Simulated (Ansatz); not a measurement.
# BFH6OSi: the cost of one run

Method: RKS BLYP/def2-SVP, in Ansatz 0.2.0.

## Step 1: The system as given

Bond lengths: B1–F2 1.670 Å, B1–O3 1.410 Å, O3–H4 1.010 Å, B1–H5 1.190 Å, B1–Si6 2.250 Å, Si6–H7 1.460 Å, Si6–H8 1.460 Å, Si6–H9 1.460 Å, Si6–H10 1.442 Å. Angles (14 of 17 angles, heavy atoms first): F2–B1–O3 120.0°, F2–B1–Si6 71.6°, O3–B1–Si6 96.8°, F2–B1–H5 120.0°, O3–B1–H5 120.0°, H5–B1–Si6 101.3°, B1–O3–H4 109.5°, B1–Si6–H7 109.5°, B1–Si6–H8 109.5°, B1–Si6–H9 109.5°, B1–Si6–H10 60.6°, H7–Si6–H8 109.4°, H7–Si6–H9 109.4°, H7–Si6–H10 54.4°.

As a file:

```xyz
10

B     0.0000    0.0000    0.0000
F     0.0000    0.0000    1.6700
O     1.2211    0.0000   -0.7050
H     1.5209   -0.9519   -0.8599
H    -1.0305    0.0000   -0.5950
Si    0.1008    2.1328    0.7095
H     0.6771    2.1737    2.0503
H     0.9351    2.9107   -0.2019
H    -1.2441    2.7001    0.7410
H     0.0504    1.0656    1.6785
```

## Step 2: Pulling towards end A

Springs on the bonds that form and break draw the guess towards this end; the thresholds are loose.

The input, input.yaml:

```yaml
crystal:
  periodic: [false, false, false]
  atoms:
    - { symbol: B, position_ang: [0.0, 0.0, 0.0] }
    - { symbol: F, position_ang: [0.0, 0.0, 1.67] }
    - { symbol: O, position_ang: [1.2211, 0.0, -0.705] }
    - { symbol: H, position_ang: [1.5209, -0.9519, -0.8599] }
    - { symbol: H, position_ang: [-1.0305, 0.0, -0.595] }
    - { symbol: Si, position_ang: [0.1008, 2.1328, 0.7095] }
    - { symbol: H, position_ang: [0.6771, 2.1737, 2.0503] }
    - { symbol: H, position_ang: [0.9351, 2.9107, -0.2019] }
    - { symbol: H, position_ang: [-1.2441, 2.7001, 0.741] }
    - { symbol: H, position_ang: [0.0504, 1.0656, 1.6785] }
basis:
  gaussian: { orbitals: def2-SVP }
hamiltonian:
  xc: blyp
relax:
  f_tol: 0.15
  max_steps: 25
  restrain:
    - { distance: [0, 5], at: 3.15, k: 30.0 }
    - { distance: [9, 1], at: 2.12, k: 30.0 }
    - { distance: [0, 1], at: 1.32, k: 30.0 }
    - { distance: [9, 5], at: 1.46, k: 30.0 }
output:
  orbitals: {}
```

On the command line:

```console
$ ansatz run input.yaml --threads 2 --pin off --max-ram 3072MiB --backend cpu --events-out ev --progress --plain --runs-dir out
```

**Question.** How long does this run take on 2 threads of Intel Xeon 6975P-C (Granite Rapids), shared host, and how much memory does it need?

About 11 s, with a peak of 0.16 GiB.
